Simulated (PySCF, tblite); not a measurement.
# AlGe₂₅H₃₂−: electronic excitations, NMR shifts, part 1 of 2

Aim: compute the electronic excitations, NMR shifts of AlGe₂₅H₃₂−.

Computed with tblite 0.8.0 and PySCF 2.14.0 and routines of our own; the level stands in each step. Atoms count from 0.

## (1) The system as given

58 atoms, charge -1, multiplicity 1; geometry from: force field, distance geometry or constructed start.

## (2) Relaxing the molecule with GFN2-xTB

Job settings and geometry (Å):

```
{"job": {"kind": "relax", "xc": "GFN2-xTB", "basis": "xTB"}, "charge": -1, "multiplicity": 1}
Ge    -4.872700    -0.001800    -0.001600
Ge    -2.051800    -2.826400    -0.006900
Ge    -2.043400    -0.002300    -2.828000
Ge    -2.049300     0.004400     2.822800
Ge    -3.464100    -1.415700     1.417900
Ge    -2.051900     2.828500    -0.002600
Ge    -3.463000     1.416200    -1.417800
Al     0.783800     0.002700     0.001500
Ge     0.783100    -2.831100    -2.829400
Ge     3.606600    -0.000800    -2.827400
Ge     2.192800    -1.415700    -4.245600
Ge    -0.636600    -1.416500    -1.414500
Ge     0.777000     0.000700    -5.653000
Ge     0.782600    -0.000600     5.655300
Ge     0.778200    -2.823900     2.829200
Ge     3.607500     0.000600     2.835300
Ge     2.195300    -1.412600     1.415400
Ge    -0.635200    -4.246900     1.413500
Ge    -0.634700    -1.412700     4.246000
Ge     0.783200     2.829900    -2.826300
Ge     2.192600     1.418300    -1.413000
Ge    -0.635000     1.416000    -4.243700
Ge    -0.630700     4.248100    -1.407900
Ge     0.776200     2.824700     2.827500
Ge     2.195400     1.417100     4.244400
Ge    -0.640200     1.413600     1.417000
H     -5.760200    -0.881000    -0.884000
H     -5.761500     0.883900     0.884500
H     -2.931300    -3.711900    -0.885300
H     -2.930800    -0.882900    -3.708900
H     -2.928300     0.883900     3.711200
H     -4.348300    -2.296500     2.298000
H     -2.932900     3.712400     0.881400
H     -4.344300     2.296500    -2.294100
H      1.665000    -3.710500    -1.949000
H     -0.102400    -3.710100    -3.715200
H      4.492000    -0.883200    -1.949800
H      4.493700     0.885800    -3.714900
H      3.079400    -2.301700    -5.126900
H     -0.107700    -0.879900    -6.540100
H      1.663700     0.881000    -6.537500
H      1.669700    -0.888900     6.545000
H     -0.098000     0.884300     6.537700
H      1.666400    -3.712800     3.710500
H      4.489100    -0.881600     3.714700
H      4.490900     0.884900     1.942300
H      3.080700    -2.297700     0.530600
H     -1.517700    -5.124200     2.300100
H      0.250900    -5.126400     0.531400
H     -1.515500    -2.297100     5.128800
H      1.662900     3.705000    -3.709200
H      3.084900     2.299100    -0.531500
H     -1.517800     2.297400    -5.126700
H     -1.520800     5.125200    -2.300800
H      0.250000     5.125900    -0.529700
H      1.663300     3.715300     1.946300
H     -0.096300     3.706600     3.710400
H      3.081000     2.305400     5.126100
```

Run with:

```console
$ OMP_NUM_THREADS=8 python large_run.py task.json out
```

This one command runs all jobs of the session in turn.

What it wrote:

```text
step      E/eV     max force
  0   -1800.85072    0.827
  1   -1800.99644    0.590
  2   -1801.23216    0.373
  3   -1801.27868    0.355
  4   -1801.44706    0.421
  5   -1801.48501    0.408
  6   -1801.50545    0.314
  7   -1801.52306    0.297
  8   -1801.54780    0.281
  9   -1801.56565    0.236
 10   -1801.58100    0.290
 11   -1801.59910    0.261
 12   -1801.62191    0.218
 13   -1801.64318    0.223
 14   -1801.65952    0.212
 15   -1801.67163    0.215
 16   -1801.68069    0.163
 17   -1801.68689    0.101
 18   -1801.69045    0.090
 19   -1801.69278    0.076
 20   -1801.69524    0.080
 21   -1801.69798    0.083
 22   -1801.70077    0.087
 23   -1801.70357    0.085
 24   -1801.70639    0.079
 25   -1801.70896    0.069
 26   -1801.71089    0.054
 27   -1801.71229    0.058
 28   -1801.71351    0.051
 29   -1801.71466    0.044
 30   -1801.71574    0.050
 31   -1801.71689    0.049
 32   -1801.71835    0.057
 33   -1801.72022    0.077
 34   -1801.72238    0.087
 35   -1801.72466    0.078
 36   -1801.72708    0.093
 37   -1801.72976    0.098
 38   -1801.73241    0.098
 39   -1801.73440    0.071
 40   -1801.73564    0.049
 41   -1801.73657    0.048
 42   -1801.73754    0.045
 43   -1801.73868    0.049
 44   -1801.74017    0.061
 45   -1801.74221    0.076
 46   -1801.74480    0.078
 47   -1801.74742    0.072
 48   -1801.74940    0.059
 49   -1801.75077    0.052
 50   -1801.75193    0.049
 51   -1801.75296    0.044
 52   -1801.75379    0.042
 53   -1801.75454    0.041
 54   -1801.75545    0.048
 55   -1801.75670    0.059
 56   -1801.75830    0.066
 57   -1801.76009    0.063
 58   -1801.76190    0.068
 59   -1801.76359    0.070
 60   -1801.76510    0.058
 61   -1801.76656    0.066
 62   -1801.76832    0.081
 63   -1801.77074    0.100
 64   -1801.77389    0.113
 65   -1801.77713    0.123
 66   -1801.77974    0.095
 67   -1801.78169    0.061
 68   -1801.78341    0.065
 69   -1801.78522    0.066
 70   -1801.78725    0.077
 71   -1801.78977    0.084
 72   -1801.79304    0.113
 73   -1801.79677    0.109
 74   -1801.80002    0.088
 75   -1801.80232    0.069
 76   -1801.80409    0.074
 77   -1801.80565    0.054
 78   -1801.80688    0.047
 79   -1801.80775    0.052
 80   -1801.80856    0.051
 81   -1801.80963    0.058
 82   -1801.81116    0.080
 83   -1801.81319    0.088
 84   -1801.81556    0.085
 85   -1801.81784    0.090
 86   -1801.81959    0.069
 87   -1801.82073    0.058
 88   -1801.82157    0.046
 89   -1801.82247    0.044
 90   -1801.82374    0.064
 91   -1801.82537    0.075
 92   -1801.82705    0.068
 93   -1801.82858    0.068
 94   -1801.82992    0.051
 95   -1801.83115    0.051
 96   -1801.83230    0.049
 97   -1801.83336    0.051
 98   -1801.83438    0.044
 99   -1801.83532    0.040
100   -1801.83611    0.039
101   -1801.83669    0.031
102   -1801.83720    0.037
103   -1801.83774    0.039
104   -1801.83829    0.036
105   -1801.83882    0.049
106   -1801.83929    0.047
107   -1801.83974    0.033
108   -1801.84020    0.034
109   -1801.84064    0.031
110   -1801.84113    0.037
111   -1801.84172    0.041
112   -1801.84234    0.037
113   -1801.84282    0.039
114   -1801.84311    0.028
115   -1801.84334    0.023
116   -1801.84362    0.024
117   -1801.84396    0.032
118   -1801.84431    0.037
119   -1801.84460    0.028
120   -1801.84485    0.023
121   -1801.84509    0.027
122   -1801.84534    0.025
123   -1801.84561    0.026
124   -1801.84588    0.027
125   -1801.84611    0.021
126   -1801.84629    0.018
```

Run time: 29 s. Hardware: 8 threads of Arm Neoverse V2, shared host; peak memory 0.17 GiB.

The steps of the relaxation:

```csv
step,energy from step 0 (eV),largest force (eV/Å)
0,0.0000,0.8270
1,-0.1457,0.5901
2,-0.3814,0.3733
3,-0.4280,0.3551
4,-0.5963,0.4217
5,-0.6343,0.4077
6,-0.6547,0.3141
7,-0.6723,0.2970
8,-0.6971,0.2810
18,-0.8397,0.0899
28,-0.8628,0.0514
39,-0.8837,0.0706
49,-0.9001,0.0527
59,-0.9129,0.0701
70,-0.9365,0.0774
80,-0.9578,0.0516
90,-0.9730,0.0640
101,-0.9860,0.0313
111,-0.9910,0.0411
122,-0.9946,0.0245
123,-0.9949,0.0269
124,-0.9952,0.0264
125,-0.9954,0.0212
126,-0.9956,0.0172
```

Close pairs (by a distance rule), those that changed most:

```csv
bond,before (Å),after (Å),change (Å)
Al7–Ge25,2.454,2.512,+0.058
Al7–Ge11,2.457,2.512,+0.055
Ge3–Ge25,2.439,2.491,+0.052
Ge2–Ge11,2.445,2.492,+0.047
Ge13–Ge24,2.449,2.402,-0.046
Ge10–Ge12,2.448,2.402,-0.045
Ge0–Ge6,2.450,2.405,-0.045
Ge0–Ge4,2.449,2.406,-0.043
```

The end geometry stands in the next job.

## (3) Vibrational analysis with GFN2-xTB

Job settings and geometry (Å):

```
{"job": {"kind": "ir", "xc": "GFN2-xTB", "basis": "xTB"}, "charge": -1, "multiplicity": 1}
Ge    -4.724153     0.000405     0.000610
Ge    -1.785251    -2.831660    -0.025367
Ge    -1.848951     0.020574    -2.674718
Ge    -1.848728    -0.020008     2.675615
Ge    -3.280875    -1.425830     1.293023
Ge    -1.786193     2.831322     0.026340
Ge    -3.281724     1.426182    -1.292239
Al     1.307165     0.000329    -0.000298
Ge     0.596706    -2.753349    -3.183083
Ge     3.447342    -0.004232    -3.535909
Ge     1.923126    -1.449514    -4.726069
Ge    -0.282948    -1.397480    -1.353030
Ge     0.467066     0.020522    -5.946835
Ge     0.467495    -0.020085     5.946359
Ge     0.887889    -2.743493     2.990478
Ge     3.448046     0.004753     3.535217
Ge     2.474768    -1.325255     1.735759
Ge    -0.513859    -4.115652     1.576555
Ge    -0.653586    -1.387151     4.306158
Ge     0.888338     2.742516    -2.991371
Ge     2.475053     1.325534    -1.735847
Ge    -0.654514     1.387558    -4.306914
Ge    -0.513594     4.116795    -1.576932
Ge     0.598117     2.753807     3.183106
Ge     1.924839     1.449166     4.726294
Ge    -0.283694     1.396441     1.353365
H     -5.701786    -0.776905    -0.880461
H     -5.701473     0.777859     0.881670
H     -2.642819    -3.810549    -0.854445
H     -2.789363    -0.903901    -3.482339
H     -2.788172     0.904014     3.483592
H     -4.130659    -2.311410     2.230327
H     -2.642879     3.812239     0.855087
H     -4.130509     2.312044    -2.229660
H      1.435708    -3.936320    -2.697074
H     -0.476047    -3.497161    -3.976463
H      4.612810    -0.857639    -3.027428
H      4.196256     0.831475    -4.575516
H      2.693810    -2.356290    -5.707203
H     -0.509222    -0.684413    -6.886803
H      1.232631     0.887713    -6.946863
H      1.232411    -0.885372     6.948568
H     -0.508678     0.685529     6.885831
H      1.602770    -3.704232     3.968604
H      4.197556    -0.830156     4.574464
H      4.613423     0.857947     3.027830
H      3.618615    -2.334743     1.474503
H     -1.459369    -4.944160     2.445159
H      0.270007    -5.240243     0.902293
H     -1.671361    -2.315305     5.001157
H      1.601137     3.704952    -3.969352
H      3.617683     2.336166    -1.475350
H     -1.672910     2.315882    -5.000742
H     -1.461200     4.945333    -2.445422
H      0.271285     5.241904    -0.901609
H      1.437416     3.937463     2.696887
H     -0.474391     3.498890     3.976702
H      2.694882     2.356731     5.707235
```

What it wrote:

```text
mode    cm-1     km/mol
  1      16.1      0.01
  2      16.5      0.06
  3      22.9      0.22
  4      23.6      0.15
  5      27.9      0.00
  6      28.7      0.00
  7      30.8      0.08
  8      31.1      0.03
  9      33.5      0.29
 10      38.0      0.01
 11      39.9      0.31
 12      42.7      1.00
 13      44.0      0.88
 14      44.2      0.35
 15      46.0      1.46
 16      46.5      0.10
 17      48.9      0.64
 18      49.1      2.49
 19      50.5      0.38
 20      53.1      1.28
 21      53.4      0.56
 22      56.9      0.17
 23      59.2      0.63
 24      59.7      0.95
 25      67.5      4.37
 26      68.2      0.08
 27      73.2      2.50
 28      73.4      5.99
 29      77.5      0.88
 30      81.1      1.15
 31      84.6      5.30
 32     102.8      0.23
 33     108.8      0.00
 34     109.9      1.88
 35     117.1      0.12
 36     119.2      0.28
 37     119.3      1.79
 38     151.3     11.94
 39     157.7      2.02
 40     160.8      1.62
 41     167.1      0.34
 42     170.3      3.30
 43     177.8      0.28
 44     178.4      2.77
 45     185.2      1.18
 46     193.9      0.03
 47     198.2      0.13
 48     202.7      1.75
 49     210.1      0.20
 50     215.1      0.32
 51     220.0      2.18
 52     222.9      1.19
 53     223.9      0.54
 54     225.4      1.40
 55     229.5      0.48
 56     233.6     23.34
 57     234.7      0.20
 58     234.8      1.17
 59     241.1      0.96
 60     241.6      2.61
 61     245.0      1.45
 62     246.2      0.47
 63     247.9      0.04
 64     250.3      2.37
 65     257.1     13.33
 66     258.1      0.44
 67     261.6      1.10
 68     265.0      0.13
 69     265.6      1.59
 70     267.6      1.92
 71     268.3      0.38
 72     270.9      0.04
 73     273.3      1.36
 74     274.9      0.29
 75     275.1      1.01
 76     276.8      1.33
 77     281.0      0.02
 78     284.4      3.07
 79     297.8      3.66
 80     305.1      0.84
 81     337.4     18.32
 82     400.7     26.04
 83     407.9     37.18
 84     414.9      8.07
 85     418.3     17.91
 86     427.0     43.35
 87     435.1      0.27
 88     437.8     84.00
 89     449.7      4.64
 90     475.0     10.94
 91     479.7    182.67
 92     484.7    565.53
 93     499.0      0.18
 94     501.9     36.77
 95     511.5      8.19
 96     513.4    151.59
 97     516.3     17.14
 98     517.0     14.31
 99     521.6     31.66
100     522.3     39.86
101     523.6      8.35
102     524.5      0.75
103     526.0     14.15
104     530.2     13.65
105     530.8     11.60
106     538.2     39.03
107     544.1      3.18
108     548.1     85.98
109     549.0     48.04
110     550.1     33.07
111     555.0    148.83
112     555.4    143.80
113     561.4   1920.88
114     562.2    240.69
115     563.3    234.81
116     565.6    615.47
117     568.0      6.85
118     570.2     50.50
119     572.4    154.64
120     574.6    262.50
121     577.9   1095.20
122     578.5    295.84
123     582.5      0.68
124     588.0    297.06
125     590.9     19.29
126     607.9   2101.82
127     616.3    308.04
128     837.6    489.45
129     841.7    311.98
130     843.0     24.49
131     844.2     53.29
132     845.2    597.62
133     849.9   1514.72
134     852.3    547.41
135     858.2    445.04
136     865.8    321.31
137    1630.5    657.84
138    1634.1     52.29
139    1637.0    903.61
140    1637.3    860.54
141    1638.2    260.74
142    1639.6     15.67
143    1645.5   1774.68
144    1647.9    178.58
145    1649.5   1305.87
146    1651.1   1900.63
147    1652.5    514.20
148    1657.3      7.11
149    1665.4    517.46
150    1666.1    671.27
151    1705.6    445.25
152    1707.7    322.62
153    1709.9    143.10
154    1711.8    525.25
155    1712.7    180.54
156    1713.5   1161.96
157    1714.5    268.91
158    1715.5     81.36
159    1721.2    412.58
160    1783.5     19.49
161    1784.0    100.81
162    1795.3    333.66
163    1799.3    523.01
164    1805.2   1448.16
165    1813.2    369.55
166    1813.5    747.23
167    1816.7   1027.91
168    1820.5   1839.75
```

It took 72 s on 8 threads of Arm Neoverse V2, shared host; peak memory 0.16 GiB.

Which atoms move in the most intense modes:

```csv
cm⁻¹,km/mol,atoms
561,1920.9,"H52 19 %, H49 11 %"
608,2101.8,"H36 11 %, H45 11 %, H37 10 %"
850,1514.7,"H47 18 %, H48 18 %, H53 16 %, H54 16 %"
1646,1774.7,"H57 36 %, H38 34 %, H46 10 %"
1650,1305.9,"H51 33 %, H46 30 %, H38 23 %"
1651,1900.6,"H51 29 %, H49 14 %, H52 11 %"
1805,1448.2,"H47 26 %, H48 25 %, H37 12 %, H36 10 %"
1820,1839.8,"H35 24 %, H34 22 %, H48 10 %"
```

## (4) Electronic excitations: TDDFT PBE/def2-SVP

Settings changed since step 3:

```diff
@@ -1,2 +1,2 @@
-{"job": {"kind": "ir", "xc": "GFN2-xTB", "basis": "xTB"}, "charge": -1, "multiplicity": 1}
+{"job": {"kind": "uv", "basis": "def2-SVP", "grid": 1, "kgrid": 0, "vcut": null, "nstates": 6, "ntriplets": 2, "tda": false, "delta": ["ip_vertical"], "pop": true, "xc": "PBE"}, "charge": -1, "multiplicity": 1}
 Ge    -4.724153     0.000405     0.000610
```

Level: TDDFT PBE/def2-SVP, vertical, gas phase, core orbitals frozen in the response.

What it wrote:

```text
start: PBE on a coarse grid of 251294 points
cycle   1  E = -52172.4283317634  dE = -1.218e+01  |g| = 2.244e+00  |ddm| = 9.369e+00
cycle   2  E = -52172.2088632399  dE =  2.195e-01  |g| = 2.669e+00  |ddm| = 3.450e+00
cycle   3  E = -52172.8409965770  dE = -6.321e-01  |g| = 2.623e-01  |ddm| = 2.345e+00
cycle   4  E = -52172.8627053887  dE = -2.171e-02  |g| = 1.149e-01  |ddm| = 6.556e-01
cycle   5  E = -52172.8669022670  dE = -4.197e-03  |g| = 4.844e-02  |ddm| = 2.873e-01
cycle   6  E = -52172.8677015069  dE = -7.992e-04  |g| = 1.247e-02  |ddm| = 9.059e-02
cycle   7  E = -52172.8677553164  dE = -5.381e-05  |g| = 6.419e-03  |ddm| = 3.148e-02
final grid: 251294 points
cycle   8  E = -52172.8676746817  dE =  8.063e-05  |g| = 1.507e-02  |ddm| = 3.775e-02
cycle   9  E = -52172.8672472038  dE =  4.275e-04  |g| = 3.859e-02  |ddm| = 9.519e-02
cycle  10  E = -52172.8677561504  dE = -5.089e-04  |g| = 4.239e-03  |ddm| = 7.136e-02
cycle  11  E = -52172.8677607148  dE = -4.564e-06  |g| = 7.443e-04  |ddm| = 7.751e-03
cycle  12  E = -52172.8677577642  dE =  2.951e-06  |g| = 1.458e-04  |ddm| = 1.515e-03
cycle  13  E = -52172.8677678337  dE = -1.007e-05  |g| = 4.116e-05  |ddm| = 2.941e-04
cycle  14  E = -52172.8677707764  dE = -2.943e-06  |g| = 1.724e-05  |ddm| = 1.083e-04
converged SCF energy = -52172.8677707764

Static polarisability (au): isotropic 865.988, principal 785.478 798.745 1013.740

Singlet excitations
state   eV       nm        f      main configurations
  1   3.7857    327.5   0.00004   H->L 0.98
  2   3.8033    326.0   0.00235   H-1->L 0.50, H-2->L 0.47
  3   3.8239    324.2   0.01198   H-2->L 0.50, H-1->L 0.46
  4   3.9290    315.6   0.00033   H->L+1 0.80, H->L+2 0.16
  5   3.9331    315.2   0.00001   H-1->L+1 0.64, H-1->L+2 0.30
  6   3.9649    312.7   0.00707   H->L+2 0.67, H-1->L+3 0.17, H->L+1 0.10

Triplet excitations (Tamm-Dancoff, eV): 3.6388 3.6451
```

It took 2.7 min on 8 threads of Arm Neoverse V2, shared host; peak memory 5.7 GiB.

Warnings kept with the result: ip_vertical: open-shell SCF did not converge.

The orbitals next to the gap, with their largest atomic shares:

```csv
orbital,eV,atoms
HOMO−4,-3.53,"Ge14 9 %, Ge19 9 %, Ge20 9 %"
HOMO−3,-3.51,"Ge6 10 %, Ge4 10 %, Ge25 8 %"
HOMO−2,-3.28,"Ge20 10 %, Ge16 10 %, Al7 9 %"
HOMO−1,-3.25,"Ge25 16 %, Ge11 16 %, Al7 13 %"
HOMO,-3.24,"Al7 12 %, Ge11 12 %, Ge25 11 %"
LUMO,0.49,"Ge11 10 %, Al7 10 %, Ge25 10 %"
LUMO+1,0.65,"Al7 9 %, Ge11 7 %, Ge25 6 %"
LUMO+2,0.68,"Al7 11 %, Ge3 8 %, Ge2 8 %"
LUMO+3,0.72,"Ge20 8 %, Ge16 8 %, Ge18 7 %"
```

With each of the 6 states as a Gaussian band of 0.4 eV half-width at 1/e, the curve within the window shown has maxima at 321 nm (ε 860) L/(mol cm). Beyond the last state computed it falls off for lack of states. The curve at chosen wavelengths:

```
 nm  ε (L/mol/cm)
291           339
295           436
299           535
303           631
307           716
311           784
315           831
318           851
322           856
326           838
330           801
334           747
338           682
342           611
346           537
350           463
354           394
358           330
362           272
365           234
369           189
373           151
377           119
381            93
385            72
389            56
```

Leading natural transition orbitals of singlet state 3: the hole lies on Ge11, Ge25 about 15 % each; Al7 12 %; the particle on Al7 9 %; Ge11, Ge25 about 7 % each.

Leading natural transition orbitals of singlet state 1: the hole lies on Al7 10 %; Ge11, Ge25 about 10 % each; Ge16, Ge20 about 6 % each; the particle on Al7 9 %; Ge11, Ge25 about 8 % each.

Further results of this job:

```csv
property,computed
polarisability (Å³),128.33
HOMO–LUMO gap (eV),3.73
−ε(HOMO) (eV),3.24
```

Orbitals, density, ELF and potential are computed afterwards from the orbital file.

Frontier orbitals at PBE/def2-SVP, with the share of their density that lies nearest to each atom:

```csv
orbital,energy (eV),lies on
HOMO,-3.24,"Ge11, Ge25 about 11 % each; Al7 11 %; Ge16, Ge20 about 7 % each"
LUMO,0.49,"Al7 10 %; Ge11, Ge25 about 8 % each"
```

ELF in a plane through or near 7 of the atoms.

Ten even steps from '0' (0.00) to '9' (1.00):
```
0000000000000000000000000000
0000000000000000000000000000
0000000000000000000000000000
0000000001200000000021000000
0000017835610000022699300000
0000017823410000242499300000
0000001435443235463252000000
0027411344446248455310178300
0069834300023554410013599800
0015353410026313100264258300
0002436544454312335226420000
0001212362443002333633100000
0000000032532003432410000000
0000000035442234553100000000
0000000000024336310000000000
0000000000014453100000000000
0000000000059535100000000000
0000000000037412000000000000
0000000000000000000000000000
0000000000000000000000000000
```
The map spans 19.2 Å across and 16.6 Å up, centred on the molecule. Atoms in the plane (x, y in Å): Ge0 (0.0, -4.7), Ge2 (-2.7, -1.8), Al7 (0.0, 1.3), Ge9 (-3.5, 3.4), Ge12 (-5.9, 0.5), H41 (7.0, 1.2), H44 (4.6, 4.2).

On the surface of density 0.002 e/bohr³ the electrostatic potential runs, from the 1st to the 99th percentile, from -2.33 to -1.62 V.

(Continued in part 2 of 2.)
